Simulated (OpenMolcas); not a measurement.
# AlCl2F (SMILES [F][Al]([Cl])[Cl]) at PBE0/ANO-RCC-VDZ (DKH2)

What is the vertical singlet–triplet gap of AlCl2F at PBE0/ANO-RCC-VDZ (DKH2)? 

The calculation is run with OpenMolcas 26.06.

## (1) The system as given

The species is AlCl2F (4 atoms), meant as a singlet with charge 0. SMILES: `[F][Al]([Cl])[Cl]`. The coordinates come from a PBE0-D4/def2-TZVP relaxation.

Bond lengths: F1–Al2 1.633 Å, Al2–Cl3 2.065 Å, Al2–Cl4 2.065 Å. Angles: F1–Al2–Cl3 119.2°, F1–Al2–Cl4 119.2°, Cl3–Al2–Cl4 121.5°.

## (2) The energy at PBE0/ANO-RCC-VDZ (DKH2)

job.inp reads:

```
* AlCl2F Kohn-Sham DFT
&gateway
coord
4
angstrom
F        0.087420       0.388220       1.682350
Al       0.004800       0.021530       0.093600
Cl       1.223040      -1.463690      -0.663450
Cl      -1.315270       1.053930      -1.112510
basis
ANO-RCC-VDZ
group
NoSym
&seward
&scf
ksdft
PBE0
prorbitals
0
```

Run with:

```console
$ export MOLCAS_MEM=1860
$ pymolcas job.inp > job.log
```

Output (excerpt; [...] marks lines left out):

```text
--- Start Module: gateway ---
[...]
--- Stop Module: gateway /rc=_RC_ALL_IS_WELL_ ---
--- Start Module: seward ---
[...]
      Basis functions           48
--- Stop Module: seward /rc=_RC_ALL_IS_WELL_ ---
[...]
--- Start Module: scf ---
[...]
       Convergence after  11 Iterations
[...]
::    Total KS-DFT energy                           -1265.7111907788
[...]
      Total spin, S                                     0.0000000000
[...]
      Total electronic charge=   56.000000
      Total            charge=   -0.000000
[...]
      Dipole Moment (debye):
      Origin of the operator (angstrom)=   -0.0124   -0.0550   -0.2382
                   X= -2.7940E-02               Y= -1.2250E-01               Z= -5.2847E-01           Total=  5.4320E-01
      Quadrupole Moment (debye*angstrom):
[...]
--- Stop Module: scf /rc=_RC_ALL_IS_WELL_ ---
[...]
```

Run time: 4.8 s. Hardware: 1 thread of Arm Neoverse V1, shared host; peak memory 0.38 GiB.

## (3) The triplet at the same level

job.input reads:

```
&GATEWAY
 Coord
 4
 angstrom
 F        0.087420       0.388220       1.682350
 Al       0.004800       0.021530       0.093600
 Cl       1.223040      -1.463690      -0.663450
 Cl      -1.315270       1.053930      -1.112510
 Basis = ANO-RCC-VDZ
 Group = NoSym

&SEWARD

&SCF
 UHF
 Spin = 3
 KSDFT = PBE0
 PrOrbitals = 0
```

Run with:

```console
$ export MOLCAS_MEM=1860
$ pymolcas job.input > job.log
```

Output (excerpt; [...] marks lines left out):

```text
--- Start Module: gateway ---
[...]
--- Stop Module: gateway /rc=_RC_ALL_IS_WELL_ ---
--- Start Module: seward ---
[...]
      Basis functions           48
--- Stop Module: seward /rc=_RC_ALL_IS_WELL_ ---
[...]
--- Start Module: scf ---
[...]
       Convergence after  19 Iterations
[...]
::    Total KS-DFT energy                           -1265.4813759084
[...]
      Total spin, S                                     1.0014257077
[...]
      Total electronic charge=   56.000000
      Total            charge=   -0.000000
[...]
      Dipole Moment (debye):
      Origin of the operator (angstrom)=   -0.0124   -0.0550   -0.2382
                   X= -1.0126E-01               Y= -4.5467E-01               Z= -1.9770E+00           Total=  2.0311E+00
      Quadrupole Moment (debye*angstrom):
[...]
--- Stop Module: scf /rc=_RC_ALL_IS_WELL_ ---
[...]
```

Wall time 8.1 s (1 thread of Arm Neoverse V1, shared host); peak memory 0.38 GiB.

## (4) Summary of results

At PBE0/ANO-RCC-VDZ (DKH2):

| quantity | value |
| --- | --- |
| singlet: total energy | -1265.71119 Eh |
| singlet: dipole moment | 0.54 D |
| singlet: HOMO energy | -10.15 eV |
| singlet: LUMO energy | -2.24 eV |
| singlet: HOMO–LUMO gap | 7.90 eV |
| triplet: total energy | -1265.48138 Eh |
| triplet: dipole moment | 2.03 D |
| triplet: HOMO energy (highest over α and β) | -4.06 eV |
| triplet: ⟨S²⟩ | 2.004 |
| vertical energy of the triplet above the singlet | 6.254 eV |

**Reading.** At this shape the triplet lies 6.25 eV (144 kcal/mol) above the singlet. Mulliken charges (singlet) run from -0.59 on F1 to +1.17 on Al2. Mulliken charges (triplet) run from -0.57 on F1 to +0.51 on Al2.
